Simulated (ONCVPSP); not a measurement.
# N: the cost of one run

Method: ONCVPSP 4.0.1.1 (patched build), PBEsol, scalar-relativistic.

### Step 1. The design

The settings as typed:

```json
{
  "element": "nitrogen (N, Z = 7)",
  "type": "optimised norm-conserving Vanderbilt (ONCV)",
  "frozen core": "[He]",
  "valence charge": "5",
  "reference configuration": "2s2 2p1 (charge +2)",
  "partial waves": "2s: rc 1.05 bohr, ncon 5, nbas 8, qcut 7.5 1/bohr, local; 2p: rc 1.85 bohr, ncon 3, nbas 6, qcut 6.6 1/bohr, 3 projectors, debl 3.4 Ha; d scattering state at 0.44 Ha: rc 1.55 bohr, ncon 4, nbas 7, qcut 6.7 1/bohr, 1 projector",
  "local potential": "the s channel",
  "core correction": "Teter function, fcfact 2.75, rcfact 1.15"
}
```

### Step 2. Generation

N.dat reads:

```
# ATOM AND REFERENCE CONFIGURATION
# atsym  z   nc   nv     iexc    psfile
  N 7.00    1    2  -116133      upf
#
#   n    l    f
    1    0    2.00
    2    0    2.00
    2    1    1.00
#
# PSEUDOPOTENTIAL AND OPTIMIZATION
# lmax
    2
#
#   l,   rc,      ep,       ncon, nbas, qcut
    0    1.05    0.00    5    8    7.50
    1    1.85    0.00    3    6    6.60
    2    1.55    0.44    4    7    6.70
#
# LOCAL POTENTIAL
# lloc, lpopt,  rc(5),   dvloc0
    0    5    1.05    0.00
#
# VANDERBILT-KLEINMAN-BYLANDER PROJECTORs
# l, nproj, debl
    0    0    2.30
    1    3    3.40
    2    1    3.90
#
# MODEL CORE CHARGE
# icmod, fcfact, rcfact
    3    2.75    1.15
#
# LOG DERIVATIVE ANALYSIS
# epsh1, epsh2, depsh
   -3.00    5.00    0.02
#
# OUTPUT GRID
# rlmax, drl
    6.00    0.01
#
# TEST CONFIGURATIONS
# ncnf
    4
# nvcnf
#   n    l    f
    2
    2    0    2.00
    2    1    3.00
#
    2
    2    0    2.00
    2    1    2.00
#
    2
    2    0    2.00
    2    1    0.00
#
    2
    2    0    2.00
    2    1    2.50
#
```

Command:

```console
oncvpsp.x < N.dat > N.out
```

**Question.** How long does this run take on 1 thread of Intel Xeon 6975P-C, shared host?

About 1.9 s.
